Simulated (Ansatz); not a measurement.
**C₂H₂BCl (SMILES C#CBCl): single points off equilibrium**

One table from this session's results is given with a row withheld; the runs are named, their logs left out.

The runs use Ansatz 0.2.0, Gaussian basis; single points in def2-TZVPP.

Correlated methods freeze the cores.

**Where the work starts**

SMILES `C#CBCl`, 6 atoms, charge 0, spin multiplicity 1.

Atoms are counted from 1 here; the program's logs count them from 0.

Bond lengths: C1–C2 1.327 Å, C1–H5 0.995 Å, C2–B3 1.400 Å, B3–Cl4 1.697 Å, B3–H6 1.079 Å. Angles: C2–C1–H5 174.3°, C1–C2–B3 178.4°, C2–B3–Cl4 117.8°, C2–B3–H6 133.9°, Cl4–B3–H6 106.6°.

Coordinates:

```xyz
6

C    -0.0069    1.3314   -1.0007
C     0.0432    0.3595   -0.0979
B     0.0597   -0.6775    0.8431
Cl   -0.8952   -2.0448    0.5298
H    -0.1161    2.1007   -1.6220
H     0.7225   -0.9439    1.6513
```

Set-up of the first run:

Input file run/in.yaml:

```yaml
crystal:
  periodic: [false, false, false]
  atoms:
    - {symbol: C, position_ang: [-0.006900, 1.331400, -1.000700]}
    - {symbol: C, position_ang: [0.043200, 0.359500, -0.097900]}
    - {symbol: B, position_ang: [0.059700, -0.677500, 0.843100]}
    - {symbol: Cl, position_ang: [-0.895200, -2.044800, 0.529800]}
    - {symbol: H, position_ang: [-0.116100, 2.100700, -1.622000]}
    - {symbol: H, position_ang: [0.722500, -0.943900, 1.651300]}
basis:
  gaussian: {orbitals: def2-TZVPP}
correlation: {method: ccsd_t}
output: {forces: true}
```

The command line of these runs was not kept.

Among the steps run: CCSD(T)/def2-TZVPP; PBE0-D4/def2-TZVPP; wB97M-V/def2-TZVPP; r2SCAN-D4/def2-TZVPP; PBE-D4/def2-TZVPP; r2SCANh-D4/def2-TZVPP; HSE06-D4/def2-TZVPP.

One of the session's tables, all rows but one given; the rest of the session is left out.

| method | RMS force component (eV/Å) | angle to CCSD(T) forces (°) | dipole (D) |
| --- | --- | --- | --- |
| CCSD(T) | 4.128 | reference | 1.71 |
| PBE0-D4 | ? | ? | ? |
| wB97M-V | 4.568 | 3.1 | 1.75 |
| r2SCAN-D4 | 4.262 | 3.3 | 1.72 |
| PBE-D4 | 4.066 | 3.7 | 1.61 |
| r2SCANh-D4 | 4.379 | 3.3 | 1.75 |
| HSE06-D4 | 4.420 | 3.2 | 1.74 |

**Question.** Estimate the row for PBE0-D4.

**Answer.** RMS force component (eV/Å): 4.435; angle to CCSD(T) forces (°): 3.2; dipole (D): 1.74. In the column «RMS force component (eV/Å)» it lies between HSE06-D4 (4.420) and wB97M-V (4.568).

To keep in mind: CCSD(T) in triple zeta still lacks some correlation energy of the bonds, so part of these gaps is its own basis error and they don't rank the functionals.
